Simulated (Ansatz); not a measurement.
# BF2H2N: the cost of one run

All numbers below are computed with Ansatz 0.2.0 (UKS B3LYP-D4/STO-3G).

### Step 1. Starting point

Bond lengths: B1–F2 1.682 Å, B1–N3 1.325 Å, B1–F5 1.293 Å, N3–H6 0.999 Å. Angles: F2–B1–N3 92.6°, F2–B1–F5 113.5°, N3–B1–F5 153.9°, B1–N3–H6 138.9°.

Coordinates:

```xyz
6

B    -0.5112    0.1170   -0.3226
F    -0.1337    1.2207    0.8888
N     0.5536   -0.6262   -0.0607
H     0.6966    0.3413    0.8534
F    -1.5940    0.4091   -0.9669
H     0.9888   -1.4619   -0.3920
```

### Step 2. Run 1

150 steps of 0.5 fs at constant energy, with velocities drawn for 600 K.

input.yaml reads:

```yaml
crystal:
  periodic: [false, false, false]
  atoms:
    - { symbol: B, position_ang: [-0.5112, 0.117, -0.3226] }
    - { symbol: F, position_ang: [-0.1337, 1.2207, 0.8888] }
    - { symbol: "N", position_ang: [0.5536, -0.6262, -0.0607] }
    - { symbol: H, position_ang: [0.6966, 0.3413, 0.8534] }
    - { symbol: F, position_ang: [-1.594, 0.4091, -0.9669] }
    - { symbol: H, position_ang: [0.9888, -1.4619, -0.392] }
magnetization:
  spin_polarized: true
basis:
  gaussian: { orbitals: STO-3G }
hamiltonian:
  xc: b3lyp
  dispersion: d4
md:
  timestep: 0.5
  n_steps: 150
  ensemble: nve
  temperature: 600.0
  initial_velocities: maxwell_boltzmann
  seed: 335239
```

Run with:

```console
ansatz run input.yaml --threads 1 --pin off --max-ram 2048MiB --backend cpu --events-out ev --progress --plain --runs-dir out
```

**Question.** How long does this run take on 1 thread of Arm Neoverse V2, shared host, and how much memory does it need?

About 2.8 min, with a peak of 0.09 GiB.
